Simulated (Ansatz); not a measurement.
# C3H10ClNSi: the cost of one run

Method: RKS PBE-D4/STO-3G, in Ansatz 0.2.0.

## (1) The starting structure

Bond lengths (14 of 15 bonds, heavy atoms first): Si1–N2 1.820 Å, N2–C3 1.470 Å, N2–C7 1.470 Å, Si1–Cl12 2.128 Å, Si1–C13 1.869 Å, C3–H4 1.110 Å, C3–H5 1.110 Å, C3–H6 1.110 Å, C7–H8 1.110 Å, C7–H9 1.110 Å, C7–H10 1.110 Å, Si1–H11 1.460 Å, C13–H14 1.110 Å, C13–H15 1.110 Å. Angles (14 of 27 angles, heavy atoms first): Si1–N2–C3 120.0°, Si1–N2–C7 120.0°, C3–N2–C7 120.0°, N2–Si1–Cl12 109.5°, N2–Si1–C13 109.5°, Cl12–Si1–C13 109.5°, N2–Si1–H11 109.5°, H11–Si1–Cl12 109.5°, H11–Si1–C13 109.5°, N2–C3–H4 109.5°, N2–C3–H5 109.5°, N2–C3–H6 109.5°, N2–C7–H8 109.5°, N2–C7–H9 109.5°.

Structure file:

```xyz
16

Si    0.0000    0.0000    0.0000
N     0.0000    0.0000    1.8200
C    -1.2162   -0.3762    2.5550
H    -1.8642   -0.9999    1.9045
H    -0.9378   -0.9533    3.4614
H    -1.7663    0.5401    2.8549
C     1.2162    0.3762    2.5550
H     1.4641   -0.4163    3.2916
H     2.0585    0.4943    1.8418
H     1.0457    1.3351    3.0874
H     1.3768    0.0000   -0.4862
Cl   -1.0032    1.7381   -0.7093
C    -0.8808   -1.5259   -0.6227
H    -1.3804   -2.0377    0.2261
H    -1.6409   -1.2332   -1.3768
H    -0.1449   -2.2146   -1.0879
```

## (2) Preparing the start

Input file input.yaml:

```yaml
crystal:
  periodic: [false, false, false]
  atoms:
    - { symbol: Si, position_ang: [0.0, 0.0, 0.0] }
    - { symbol: "N", position_ang: [0.0, 0.0, 1.82] }
    - { symbol: C, position_ang: [-1.2162, -0.3762, 2.555] }
    - { symbol: H, position_ang: [-1.8642, -0.9999, 1.9045] }
    - { symbol: H, position_ang: [-0.9378, -0.9533, 3.4614] }
    - { symbol: H, position_ang: [-1.7663, 0.5401, 2.8549] }
    - { symbol: C, position_ang: [1.2162, 0.3762, 2.555] }
    - { symbol: H, position_ang: [1.4641, -0.4163, 3.2916] }
    - { symbol: H, position_ang: [2.0585, 0.4943, 1.8418] }
    - { symbol: H, position_ang: [1.0457, 1.3351, 3.0874] }
    - { symbol: H, position_ang: [1.3768, 0.0, -0.4862] }
    - { symbol: Cl, position_ang: [-1.0032, 1.7381, -0.7093] }
    - { symbol: C, position_ang: [-0.8808, -1.5259, -0.6227] }
    - { symbol: H, position_ang: [-1.3804, -2.0377, 0.2261] }
    - { symbol: H, position_ang: [-1.6409, -1.2332, -1.3768] }
    - { symbol: H, position_ang: [-0.1449, -2.2146, -1.0879] }
basis:
  gaussian: { orbitals: STO-3G }
hamiltonian:
  xc: pbe
  dispersion: d4
relax:
  f_tol: 0.02
  max_steps: 40
```

Command:

```
ansatz run input.yaml --threads 1 --pin off --max-ram 2048MiB --backend cpu --events-out ev --progress --plain --runs-dir out
```

What time and memory should one allow on 1 thread of Arm Neoverse V1, shared host?

About 97 s, with a peak of 0.16 GiB.
